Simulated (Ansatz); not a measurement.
# The pair H₂···H₄Si: a pair, distance and angle

How does the energy of the pair H₂···H₄Si change over two coordinates at once? A grid of runs gives the map.

The runs use Ansatz 0.2.0; RKS PBE0-D4/def2-TZVPD.

**1. Where the work starts**

7 atoms, charge 0, spin multiplicity 1.

Atoms are counted from 1 here; the program's logs count them from 0.

Bond lengths: H1–H2 0.769 Å, Si3–H4 1.500 Å, Si3–H5 1.501 Å, Si3–H6 1.500 Å, Si3–H7 1.501 Å. Angles: H4–Si3–H5 109.3°, H4–Si3–H6 109.5°, H4–Si3–H7 109.4°, H5–Si3–H6 109.5°, H5–Si3–H7 109.5°, H6–Si3–H7 109.5°.

Coordinates:

```xyz
7
charge 0, multiplicity 1
H    -0.1058   -0.0487   -3.3989
H    -0.0217    0.0116   -2.6372
Si    0.0252    0.0079    1.2080
H    -0.0098    0.1053   -0.2882
H    -0.2962   -1.3982    1.6217
H    -0.9865    0.9473    1.7956
H     1.3948    0.3749    1.6989
```

This geometry comes from a loose relaxation at PBE in a small basis, which is not shown.

**5. Plan of the scan**

- distance Si3···H2: 15 values from 3.433 to 5.433 Å
- turn of H1, H2 about Si3: 15 values from −120.0 to 120.0 °

Nothing else is relaxed (both partners rigid). Energies count from the two partners far apart, frozen as in the relaxed pair, each in its own basis (no counterpoise correction). Points are written as (first, second).

(The set-up runs are not shown.)

**6. Point (4.510 Å, 120.0°)**

input.yaml

```yaml
crystal:
  periodic: [false, false, false]
  atoms:
    - { symbol: H, position_ang: [4.383558, -1.468204, 3.8195] }
    - { symbol: H, position_ang: [3.777081, -1.235414, 3.451568] }
    - { symbol: Si, position_ang: [0.028349, 0.008706, 1.274581] }
    - { symbol: H, position_ang: [-0.005524, 0.109656, -0.206477] }
    - { symbol: H, position_ang: [-0.290486, -1.382973, 1.68168] }
    - { symbol: H, position_ang: [-0.973549, 0.937742, 1.855333] }
    - { symbol: H, position_ang: [1.38284, 0.370826, 1.76284] }
basis:
  gaussian: { orbitals: def2-TZVPD }
hamiltonian:
  xc: pbe0
  dispersion: d4
output:
  forces: true
```

Started as:

```bash
> ansatz run input.yaml --threads 1 --pin off --max-ram 2560MiB --backend cpu --events-out ev --progress --plain --runs-dir out
```

The session goes on with these runs: the other points that were computed.

**Question.** What will these runs give? Wanted: lowest point; highest computed point; largest force on an atom.

As calculated:

| quantity | value |
| --- | --- |
| lowest point | (3.564 Å, −51.4°), −1.37 kJ/mol |
| highest computed point | (3.433 Å, 0.0°), 2.92 kJ/mol above the lowest |
| largest force on an atom (eV/Å) | 0.002 at (4.044 Å, 0.0°) to 0.112 at (3.433 Å, 0.0°); 0.013 at the lowest point |
| time for the whole task | 5.4 min on 1 thread, shared host |

The lowest computed point is at (3.564 Å, −51.4°), −1.37 kJ/mol from the two partners far apart, frozen as in the relaxed pair, each in its own basis (no counterpoise correction). The grid is coarse, so the lowest point of the scanned range may lie between grid points; coordinates that were held can hide deeper minima. No other kind of well shows on this grid. The highest computed point, (3.433 Å, 0.0°), lies 2.92 kJ/mol above the lowest. Round the minimum the two coordinates are nearly uncoupled. No counterpoise correction was made, so wells between separate parts tend to come out somewhat too deep.
